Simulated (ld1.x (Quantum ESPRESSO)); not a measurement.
# An ultrasoft potential for fluorine, from input to tests

Task: generate the file, and judge it by its errors in other configurations, its logarithmic derivatives, its ghosts and its cutoff.

Program: ld1.x (Quantum ESPRESSO) 7.5. Reference atom: PBE, scalar-relativistic, spherical and spin-unpolarised. All values are calculated.

## (1) Settings

Typed settings, in words:

```
element                 : fluorine (F, Z = 9)
type                    : ultrasoft
frozen core             : [He]
valence charge          : 7
reference configuration : 2s2 2p5
partial waves           : 2s (bound): rcut 0.45, rcutus 0.55 bohr; 2s channel at -1.25 Ry: rcut 0.45, rcutus 0.55 bohr; 2p (bound): rcut 1.50, rcutus 1.85 bohr; 2p channel at -0.5 Ry: rcut 1.50, rcutus 1.85 bohr; 3d channel at 0.25 Ry: rcut 1.05, rcutus 1.45 bohr
local potential         : all-electron potential smoothed inside 0.90 bohr (lloc = -1)
core correction         : not asked for
augmentation charge     : PSQ, inside the norm-conserving radii
```

The outer shells as boxes (Hund's rule for the drawing; the calculation is spin-unpolarised):

```
[He] core
2s [↑↓]
2p [↑↓][↑↓][↑ ]
```

An earlier all-electron run gives the scale for the radii.

All-electron outer shells of the reference configuration (PBE, scalar-relativistic, ld1.x):

```json
{"shell": "1s", "level (eV)": "-663.37", "outermost node (bohr)": "–", "outermost maximum (bohr)": "0.11"}
{"shell": "2s", "level (eV)": "-29.90", "outermost node (bohr)": "0.24", "outermost maximum (bohr)": "0.76"}
{"shell": "2p", "level (eV)": "-11.11", "outermost node (bohr)": "–", "outermost maximum (bohr)": "0.71"}
```

## (2) The generation run

F.in

```
 &input
   title='F', zed=9., rel=1, dft='PBE', iswitch=3,
   config='[He] 2s2 2p5 3d-2',
   nld=3, rlderiv=2.00, eminld=-4.0, emaxld=5.0, deld=0.02
 /
 &inputp
   pseudotype=3, tm=.true., lloc=-1, rcloc=0.90,
   nlcc=.false.,
   which_augfun='PSQ', rmatch_augfun_nc=.true.,
   file_pseudopw='F.UPF', file_wfcaegen='ae.wfc', file_wfcncgen='nc.wfc', file_beta='beta', file_chi='chi', file_wfcusgen='us.wfc'
 /
5
2S  1  0   2.00   0.00  0.45  0.55  0.0
2S  1  0   0.00  -1.25  0.45  0.55  0.0
2P  2  1   5.00   0.00  1.50  1.85  0.0
2P  2  1   0.00  -0.50  1.50  1.85  0.0
3D  3  2  -2.00   0.25  1.05  1.45  0.0
 &test
   configts(1)='2s2 2p5'
 /
```

Command:

```bash
$ ld1.x < F.in > F.out
```

Output in F.out (without the banner and most projector matrices):

```text
     Program LD1 v.7.5

     !!!!!!!!!!!!!!!!!!! WARNING !!!!!!!!!!!!!!!!!!!!!!!
     Message from routine ld1_readin:
     US requires at least two energies per channel 3D
     !!!!!!!!!!!!!!!!!!!!!!!!!!!!!!!!!!!!!!!!!!!!!!!!!!!
     --------------------------- All-electron run ----------------------------

     F
     scalar relativistic calculation

     atomic number is  9.00
     dft =PBE   lsd =0 sic =0 latt =0  beta=0.20 tr2=1.0E-14
     Exchange-correlation= PBE
                           (   1   4   3   4   0   0   0)
     mesh =1105 r(mesh) =  99.76081 a.u. xmin = -7.00 dx = 0.01250
     1 Ry =  13.60569312 eV, c = 137.03599908

     n l     nl                  e(Ry)          e(Ha)          e(eV)
     1 0     1S 1( 2.00)       -48.7570       -24.3785      -663.3734
     2 0     2S 1( 2.00)        -2.1976        -1.0988       -29.8996
     2 1     2P 1( 5.00)        -0.8167        -0.4083       -11.1117

     final scf error:  6.3E-15 reached in  26 iterations

     Etot =    -199.489330 Ry,     -99.744665 Ha,   -2714.190600 eV

     Ekin =     199.322998 Ry,      99.661499 Ha,    2711.927538 eV
     Encl =    -477.724055 Ry,    -238.862027 Ha,   -6499.766885 eV
     Eh   =      99.339620 Ry,      49.669810 Ha,    1351.584389 eV
     Exc  =     -20.427893 Ry,     -10.213946 Ha,    -277.935642 eV

     normalization and overlap integrals

     s(1S/1S) =  1.000000  <r> =   0.1763  <r2> =    0.0420  r(max) =   0.1139
     s(2S/2S) =  1.000000  <r> =   1.0034  <r2> =    1.2282  r(max) =   0.7617
     s(2P/2P) =  1.000000  <r> =   1.1050  <r2> =    1.6384  r(max) =   0.7066

     ------------------------ End of All-electron run ------------------------

     --------------------- Generating US pseudopotential ---------------------

      Generating local potential from pseudized AE potential:
      Matching radius rcloc =   0.9000

      Local pseudo, rcloc= 0.907 Estimated cut-off energy=    29.82 Ry
      Wfc-us  2S rcutus= 0.550  Estimated cut-off energy=   135.09 Ry
      Wfc-us  2S rcutus= 0.550  Estimated cut-off energy=   136.24 Ry
      Wfc-us  2P rcutus= 1.827  Estimated cut-off energy=    24.24 Ry
      Wfc-us  2P rcutus= 1.827  Estimated cut-off energy=    28.60 Ry
      Wfc-us  3D rcutus= 1.459  Estimated cut-off energy=    47.67 Ry

     Q pseudized with Bessel functions
     Expected ecutrho=    1103.1836 due to l1=  0   l2=  2

     ------------------- End of pseudopotential generation -------------------

     [... the all-electron block is printed once more ...]


     Computing logarithmic derivative in   2.00681
     Computing logarithmic derivative in   2.00681
     Computing the partial wave expansion
     R is outside the sphere for l=    0 j= 0.00
     R is outside the sphere for l=    0 j= 0.00
     R is outside the sphere for l=    1 j= 0.00
     R is outside the sphere for l=    1 j= 0.00
     R is outside the sphere for l=    2 j= 0.00

     ---------------------- Testing the pseudopotential ----------------------

     F
     scalar relativistic calculation

     atomic number is  9.00   valence charge is  7.00
     dft =PBE   lsd =0 sic =0 latt =0  beta=0.20 tr2=1.0E-14
     mesh =1105 r(mesh) =  99.76081 xmin = -7.00 dx = 0.01250

     n l     nl             e AE (Ry)        e PS (Ry)    De AE-PS (Ry)
     1 0     2S   1( 2.00)       -2.19758       -2.19762        0.00004
     2 1     2P   1( 5.00)       -0.81670       -0.81670        0.00000

     eps = 3.3E-16  iter =  4

     Etot =    -199.489330 Ry,     -99.744665 Ha,   -2714.190600 eV
     Etotps =   -47.938262 Ry,     -23.969131 Ha,    -652.233286 eV

     Ekin =      12.708755 Ry,       6.354378 Ha,     172.911427 eV
     Encl =    -111.712072 Ry,     -55.856036 Ha,   -1519.920174 eV
     Ehrt =      42.104361 Ry,      21.052181 Ha,     572.859018 eV
     Ecxc =      -8.919039 Ry,      -4.459520 Ha,    -121.349711 eV
     Epseu=      17.879733 Ry,       8.939866 Ha,     243.266154 eV

     ---------------------- End of pseudopotential test ----------------------
```

Run time: 1.7 s. Hardware: 1 thread of Neoverse-V1, shared host. This counts the later configuration tests of the new file too.

All-electron and pseudo partial waves u(r) = r·R(r), from the program's wave files:

| r (bohr) | 2p AE | 2p PS |
| --- | --- | --- |
| 0.093 | 0.1235 | 0.0120 |
| 0.185 | 0.3386 | 0.0465 |
| 0.278 | 0.5419 | 0.1015 |
| 0.370 | 0.6978 | 0.1719 |
| 0.463 | 0.8067 | 0.2538 |
| 0.555 | 0.8714 | 0.3396 |
| 0.648 | 0.9014 | 0.4250 |
| 0.740 | 0.9047 | 0.5028 |
| 0.833 | 0.8891 | 0.5697 |
| 0.925 | 0.8609 | 0.6209 |
| 1.018 | 0.8241 | 0.6555 |
| 1.110 | 0.7828 | 0.6723 |
| 1.203 | 0.7386 | 0.6726 |
| 1.295 | 0.6940 | 0.6586 |
| 1.388 | 0.6492 | 0.6332 |
| 1.480 | 0.6060 | 0.6002 |
| 1.573 | 0.5640 | 0.5627 |
| 1.665 | 0.5244 | 0.5243 |
| 1.758 | 0.4864 | 0.4864 |
| 1.850 | 0.4510 | 0.4510 |
| 1.943 | 0.4175 | 0.4175 |
| 2.035 | 0.3865 | 0.3865 |
| 2.128 | 0.3573 | 0.3573 |
| 2.220 | 0.3304 | 0.3304 |
| 2.313 | 0.3051 | 0.3051 |
| 2.405 | 0.2820 | 0.2820 |

## (3) Testing the new file in other configurations

F.test.in

```
 &input
   title='F', zed=9., rel=1, dft='PBE', iswitch=2,
   config='[He] 2s2 2p5 3d-2'
 /
 &test
   file_pseudo='F.UPF', nconf=8,
   configts(1)='2s2 2p5',
   configts(2)='2s2 2p4',
   configts(3)='2s2 2p3',
   configts(4)='2s2 2p2',
   configts(5)='2s1 2p6',
   configts(6)='2s1 2p5',
   configts(7)='2s2 2p4.5',
   configts(8)='2s2 2p1'
 /
```

Command:

```bash
$ ld1.x < F.test.in > F.test.out
```

F.test.out, the pseudopotential blocks:

```text
     ---------------------- Testing the pseudopotential ----------------------

     F
     scalar relativistic calculation

     atomic number is  9.00   valence charge is  7.00
     dft =PBE   lsd =0 sic =0 latt =0  beta=0.20 tr2=1.0E-14
     mesh =1105 r(mesh) =  99.76081 xmin = -7.00 dx = 0.01250

     n l     nl             e AE (Ry)        e PS (Ry)    De AE-PS (Ry)
     1 0     2S   1( 2.00)       -2.19758       -2.19762        0.00004
     2 1     2P   1( 5.00)       -0.81670       -0.81670        0.00000

     eps = 3.3E-16  iter =  4

     Etot =    -199.489330 Ry,     -99.744665 Ha,   -2714.190600 eV
     Etotps =   -47.938262 Ry,     -23.969131 Ha,    -652.233286 eV

     Ekin =      12.708755 Ry,       6.354378 Ha,     172.911427 eV
     Encl =    -111.712072 Ry,     -55.856036 Ha,   -1519.920174 eV
     Ehrt =      42.104361 Ry,      21.052181 Ha,     572.859018 eV
     Ecxc =      -8.919039 Ry,      -4.459520 Ha,    -121.349711 eV
     Epseu=      17.879733 Ry,       8.939866 Ha,     243.266154 eV

     ---------------------- End of pseudopotential test ----------------------

     ---------------------- Testing the pseudopotential ----------------------

     F
     [...]
     n l     nl             e AE (Ry)        e PS (Ry)    De AE-PS (Ry)
     1 0     2S   1( 2.00)       -3.48292       -3.48394        0.00102
     2 1     2P   1( 4.00)       -2.08065       -2.07566       -0.00500

     eps = 6.6E-18  iter =  9

     Etot =    -198.064175 Ry,     -99.032088 Ha,   -2694.800384 eV
     Etotps =   -46.515080 Ry,     -23.257540 Ha,    -632.869910 eV
     dEtot_ae =       1.425155 Ry
     dEtot_ps =       1.423182 Ry,   Delta E=       0.001973 Ry

     [...]
     ---------------------- End of pseudopotential test ----------------------

     ---------------------- Testing the pseudopotential ----------------------

     F
     [...]
     n l     nl             e AE (Ry)        e PS (Ry)    De AE-PS (Ry)
     1 0     2S   1( 2.00)       -4.99731       -4.99993        0.00262
     2 1     2P   1( 3.00)       -3.60167       -3.58530       -0.01637  !

     eps = 5.4E-19  iter =  9

     Etot =    -195.242940 Ry,     -97.621470 Ha,   -2656.415526 eV
     Etotps =   -43.703676 Ry,     -21.851838 Ha,    -594.618808 eV
     dEtot_ae =       4.246390 Ry
     dEtot_ps =       4.234586 Ry,   Delta E=       0.011804 Ry

     [...]
     ---------------------- End of pseudopotential test ----------------------

     ---------------------- Testing the pseudopotential ----------------------

     F
     [...]
     n l     nl             e AE (Ry)        e PS (Ry)    De AE-PS (Ry)
     1 0     2S   1( 2.00)       -6.70364       -6.70586        0.00222
     2 1     2P   1( 2.00)       -5.34782       -5.30495       -0.04287  !

     eps = 1.8E-16  iter =  9

     Etot =    -190.786158 Ry,     -95.393079 Ha,   -2595.777923 eV
     Etotps =   -39.274358 Ry,     -19.637179 Ha,    -534.354867 eV
     dEtot_ae =       8.703171 Ry
     dEtot_ps =       8.663904 Ry,   Delta E=       0.039267 Ry

     [...]
     ---------------------- End of pseudopotential test ----------------------

     ---------------------- Testing the pseudopotential ----------------------

     F
     [...]
     n l     nl             e AE (Ry)        e PS (Ry)    De AE-PS (Ry)
     1 0     2S   1( 1.00)       -2.23280       -2.22730       -0.00550  !
     2 1     2P   1( 6.00)       -0.84819       -0.85100        0.00280

     eps = 7.9E-15  iter =  7

     Etot =    -198.106554 Ry,     -99.053277 Ha,   -2695.376983 eV
     Etotps =   -46.559577 Ry,     -23.279788 Ha,    -633.475311 eV
     dEtot_ae =       1.382775 Ry
     dEtot_ps =       1.378686 Ry,   Delta E=       0.004090 Ry

     [...]
     ---------------------- End of pseudopotential test ----------------------

     ---------------------- Testing the pseudopotential ----------------------

     F
     [...]
     n l     nl             e AE (Ry)        e PS (Ry)    De AE-PS (Ry)
     1 0     2S   1( 1.00)       -3.49542       -3.49321       -0.00222
     2 1     2P   1( 5.00)       -2.08974       -2.09208        0.00234

     eps = 2.4E-16  iter =  9

     Etot =    -196.660171 Ry,     -98.330085 Ha,   -2675.697932 eV
     Etotps =   -45.110308 Ry,     -22.555154 Ha,    -613.757005 eV
     dEtot_ae =       2.829159 Ry
     dEtot_ps =       2.827954 Ry,   Delta E=       0.001204 Ry

     [...]
     ---------------------- End of pseudopotential test ----------------------

     ---------------------- Testing the pseudopotential ----------------------

     F
     [...]
     n l     nl             e AE (Ry)        e PS (Ry)    De AE-PS (Ry)
     1 0     2S   1( 2.00)       -2.80814       -2.80865        0.00052
     2 1     2P   1( 4.50)       -1.41356       -1.41170       -0.00186

     eps = 3.3E-19  iter =  9

     Etot =    -198.934914 Ry,     -99.467457 Ha,   -2706.647396 eV
     Etotps =   -47.384216 Ry,     -23.692108 Ha,    -644.695099 eV
     dEtot_ae =       0.554415 Ry
     dEtot_ps =       0.554047 Ry,   Delta E=       0.000369 Ry

     [...]
     ---------------------- End of pseudopotential test ----------------------

     ---------------------- Testing the pseudopotential ----------------------

     F
     [...]
     n l     nl             e AE (Ry)        e PS (Ry)    De AE-PS (Ry)
     1 0     2S   1( 2.00)       -8.57765       -8.56622       -0.01143  !
     2 1     2P   1( 1.00)       -7.29740       -7.18889       -0.10851  !

     eps = 8.1E-15  iter =  9

     Etot =    -184.479831 Ry,     -92.239915 Ha,   -2509.975963 eV
     Etotps =   -33.038739 Ry,     -16.519369 Ha,    -449.514942 eV
     dEtot_ae =      15.009499 Ry
     dEtot_ps =      14.899523 Ry,   Delta E=       0.109976 Ry

     [...]
     ---------------------- End of pseudopotential test ----------------------
```

Excitation and ionisation energies from 2s2 2p5, with the error of the potential. The frozen-core shift comes from a second all-electron run, not shown, with the core orbitals held at their reference shape; it is that run's ΔE less the relaxed one.

```tsv
valence configuration	charge	ΔE all-electron (eV)	error AE − PS (meV)	frozen-core shift (meV)
2s2 2p4	+1	19.390	+27	+0.1
2s2 2p3	+2	57.775	+161	+0.8
2s2 2p2	+3	118.413	+534	+4.3
2s1 2p6	0	18.814	+56	+0.4
2s1 2p5	+1	38.493	+16	+0.6
2s2 2p4.5	+0.5	7.543	+5.0	0.0
2s2 2p1	+4	204.215	+1496	+15
```

## (4) Does it scatter like the atom?

Taken from the files of the generation run. The phase is arctan(r·u′/u) with u = r·R, unwrapped, with energies in Ry. A pole is an energy at which the radial function vanishes at the test radius. The pseudo phase is shifted by a multiple of π to meet the all-electron one at the reference energy. Levels narrower than the energy grid can be missing from the poles. The last column is the largest difference on the grid between −1 and +1 Ry.

| channel | radius (bohr) | reference (Ry) | poles AE | poles PS | window around the reference with phases within 0.05 rad (Ry) | largest difference near zero (rad) |
| --- | --- | --- | --- | --- | --- | --- |
| s | 2.01 | -2.20 | -1.89 | -1.89 | the whole range | 0.000 |
| p | 2.01 | -0.82 | -0.41 | -0.41 | the whole range | 0.000 |
| d | 2.01 | 0.25 | none | none | the whole range | 0.000 |

Phases (rad) along the scan:

| E (Ry) | s AE | s PS | p AE | p PS |
| --- | --- | --- | --- | --- |
| -4.00 | 1.268 | 1.268 | 1.313 | 1.313 |
| -3.52 | 1.220 | 1.220 | 1.293 | 1.293 |
| -3.04 | 1.117 | 1.117 | 1.266 | 1.266 |
| -2.56 | 0.614 | 0.614 | 1.228 | 1.228 |
| -2.08 | -1.413 | -1.413 | 1.163 | 1.164 |
| -1.60 | -1.684 | -1.684 | 1.022 | 1.022 |
| -1.12 | -1.777 | -1.777 | 0.346 | 0.346 |
| -0.64 | -1.842 | -1.842 | -1.380 | -1.380 |
| -0.16 | -1.906 | -1.906 | -1.680 | -1.680 |
| 0.32 | -1.982 | -1.982 | -1.800 | -1.800 |
| 0.80 | -2.088 | -2.088 | -1.895 | -1.895 |
| 1.28 | -2.255 | -2.256 | -2.003 | -2.002 |
| 1.76 | -2.553 | -2.554 | -2.160 | -2.157 |
| 2.24 | -3.080 | -3.083 | -2.436 | -2.425 |
| 2.72 | -3.695 | -3.698 | -2.963 | -2.933 |
| 3.20 | -4.093 | -4.095 | -3.654 | -3.611 |
| 3.68 | -4.309 | -4.310 | -4.099 | -4.067 |
| 4.16 | -4.434 | -4.436 | -4.327 | -4.303 |
| 4.64 | -4.516 | -4.517 | -4.455 | -4.435 |

## (5) Cutoff and ghost test in a Bessel basis

This step uses the generator's waves and projectors in a separate script. Basis: spherical Bessel functions vanishing at 20 bohr, q² up to the cutoff; potential fixed at the reference.

All-electron valence levels (Ry): 2s -2.1976, 2p -0.8167. The lowest levels of each channel (Ry) by cutoff; the last column sums, over occupied levels, occupation times the distance from the level at 400 Ry. A positive value at high cutoff is not a bound level.

| cutoff (Ry) | s #1 | p #1 | d #1 | f #1 | Σ f·Δε (mRy) |
| --- | --- | --- | --- | --- | --- |
| 8 | -1.6889 | -0.5222 | 0.0806 | 0.1213 | 2489.8 |
| 15 | -1.7152 | -0.7966 | 0.0806 | 0.1213 | 1065.3 |
| 30 | -1.8203 | -0.8165 | 0.0806 | 0.1213 | 755.8 |
| 45 | -1.9776 | -0.8167 | 0.0806 | 0.1213 | 440.0 |
| 70 | -2.1316 | -0.8167 | 0.0806 | 0.1213 | 132.0 |
| 100 | -2.1843 | -0.8167 | 0.0806 | 0.1213 | 26.5 |
| 120 | -2.1938 | -0.8167 | 0.0806 | 0.1213 | 7.5 |
| 160 | -2.1970 | -0.8167 | 0.0806 | 0.1213 | 1.0 |
| 180 | -2.1970 | -0.8167 | 0.0806 | 0.1213 | 1.0 |
| 230 | -2.1973 | -0.8167 | 0.0806 | 0.1213 | 0.5 |
| 400 | -2.1975 | -0.8167 | 0.0806 | 0.1213 | 0.0 |

The sum stays within 10 mRy from 120 Ry and within 1 mRy from 180 Ry. The sum leaves out empty levels, which can need more. Ghost test: no level below the all-electron spectrum of its channel (s, p, d, f tested).

## (6) Results

| quantity | value |
| --- | --- |
| cutoffs for 10 and 1 mRy, occupied levels | 120 Ry and 180 Ry |
| bound ghosts | none found |
| largest test error (AE − PS) | +1496 meV, for 2s2 2p1 |
| largest phase difference near zero energy, channels read | 0.000 rad |
| lowest eigenvalue of the overlap (Bessel basis) | 0.436 (d) |
| density cutoff estimated by the generator | 1103 Ry |

**Reading.** The worst unpolarised test, 2s2 2p1, is off by 1496 meV on 204.2 eV; by total energies transferability rates as poor. That test lies far up in energy; among those under 40 eV, nearer to bonding, the largest error is 56 meV. Freezing the core alone would shift it much less, so the error comes from the pseudisation. It counts as hard, with 120 Ry needed at the looser tolerance. The slowest occupied level is 2s: taken alone it needs 140 Ry to come within 1 mRy, against 25 Ry for 2p. It is free of bound ghosts as far as tested. Near zero energy the phases of the channels with partial waves agree within 0.001 rad.
